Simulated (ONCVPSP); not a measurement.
# Pseudopotential generation for Tm: ONCV, PBEsol

Aim: build the potential from the settings below, then test how well it stands in for the atom: other configurations, scattering, ghost states and the plane-wave cutoff that it needs.

The numbers are computed with ONCVPSP 4.0.1 (PBEsol, scalar-relativistic, spin-unpolarised reference atom).

## 1. The design

The settings as typed:

```json
{"element": "thulium (Tm, Z = 69)", "type": "optimised norm-conserving Vanderbilt (ONCV)", "frozen core": "[Kr] 4d10", "valence charge": "23", "reference configuration": "4f12 5s2 5p6 (charge +3)", "partial waves": "5s: rc 1.75 bohr, ncon 3, nbas 5, qcut 8.3 1/bohr, 1 projector; 5p: rc 2.20 bohr, ncon 4, nbas 7, qcut 5.6 1/bohr, 3 projectors, debl 2.5 Ha; d scattering state at 0.26 Ha: rc 1.95 bohr, ncon 4, nbas 8, qcut 4.7 1/bohr, 3 projectors, debl 2.4 Ha; 4f: rc 0.60 bohr, ncon 4, nbas 7, qcut 18.9 1/bohr, 2 projectors, debl 2.6 Ha", "local potential": "polynomial inside 0.55 bohr (lpopt 2, dvloc0 2 Ha)", "core correction": "Teter function, parameters optimised by the program"}
```

The nodes and maxima of the atom's own shells, from an earlier all-electron run, set the scale for the radii.

All-electron outer shells of the reference configuration (PBEsol, scalar-relativistic, ld1.x):

| shell | level (eV) | outermost node (bohr) | outermost maximum (bohr) |
| --- | --- | --- | --- |
| 5p | -56.29 | 0.63 | 1.23 |
| 4f | -35.79 | – | 0.49 |
| 5d | -24.98 | 0.71 | 1.68 |
| 6s | -23.76 | 1.43 | 2.69 |
| 6p | -17.70 | 1.68 | 3.25 |

## 2. Generating the potential

Tm.dat reads:

```
# ATOM AND REFERENCE CONFIGURATION
# atsym  z   nc   nv     iexc    psfile
  Tm 69.00    9    3  -116133      upf
#
#   n    l    f
    1    0    2.00
    2    0    2.00
    2    1    6.00
    3    0    2.00
    3    1    6.00
    3    2   10.00
    4    0    2.00
    4    1    6.00
    4    2   10.00
    4    3   12.00
    5    0    2.00
    5    1    6.00
#
# PSEUDOPOTENTIAL AND OPTIMIZATION
# lmax
    3
#
#   l,   rc,      ep,       ncon, nbas, qcut
    0    1.75    0.00    3    5    8.30
    1    2.20    0.00    4    7    5.60
    2    1.95    0.26    4    8    4.70
    3    0.60    0.00    4    7   18.90
#
# LOCAL POTENTIAL
# lloc, lpopt,  rc(5),   dvloc0
    4    2    0.55    2.00
#
# VANDERBILT-KLEINMAN-BYLANDER PROJECTORs
# l, nproj, debl
    0    1    2.20
    1    3    2.50
    2    3    2.40
    3    2    2.60
#
# MODEL CORE CHARGE
# icmod, fcfact, rcfact
    4    0.35    0.00
#
# LOG DERIVATIVE ANALYSIS
# epsh1, epsh2, depsh
   -5.00    5.00    0.04
#
# OUTPUT GRID
# rlmax, drl
    6.00    0.01
#
# TEST CONFIGURATIONS
# ncnf
    4
# nvcnf
#   n    l    f
    4
    4    3   13.00
    5    0    2.00
    5    1    6.00
    6    0    2.00
#
    4
    4    3   13.00
    5    0    2.00
    5    1    6.00
    6    0    1.00
#
    3
    4    3   13.00
    5    0    2.00
    5    1    6.00
#
    4
    4    3   13.00
    5    0    2.00
    5    1    6.00
    5    2    1.00
#
```

Started as:

```sh
$ oncvpsp.x < Tm.dat > Tm.out
```

**Question.** What will these runs give? Wanted: cutoffs for 1 and 0.1 mHa per electron, occupied waves; bound ghosts; GHOST(+) flags; largest miss of a reference level; largest test error; largest phase difference near zero energy, channels read; rms error of d²Exc/dn², without and with the model core; projector energies reset by the program.

The runs gave:

| quantity | value |
| --- | --- |
| cutoffs for 1 and 0.1 mHa per electron, occupied waves | 562 Ha and 751 Ha |
| bound ghosts | s at -501.78 eV |
| GHOST(+) flags | p at -6 eV, d at 295 eV, f at 8924 eV |
| largest miss of a reference level | 25 meV (4f) |
| largest test error (AE − PS) | +211 meV, for 4f13 5s2 5p6 6s1 |
| largest phase difference near zero energy, channels read | 1.304 rad |
| rms error of d²Exc/dn², without and with the model core | 8.18 and 1.09 mHa |
| projector energies reset by the program | p: -2.069, 0.050, 2.550 Ha; d: 0.050, 2.450, 4.850 Ha |

**Reading.** It has a bound ghost (s), a state that the atom doesn't have, and that rules the file out. Close by lies the frozen 4s level (-476.3 eV). By total energies transferability is poor: the largest error is 211 meV on 38.5 eV, for 4f13 5s2 5p6 6s1. It counts as very hard, with 562 Ha needed at the looser tolerance. At the looser tolerance the 4f wave is the slowest; 5s needs 15 Ha. Near zero energy the largest phase difference among the channels read is 1.30 rad, in the s channel. The program also flags highly localised states, GHOST(+) (p, d, f).
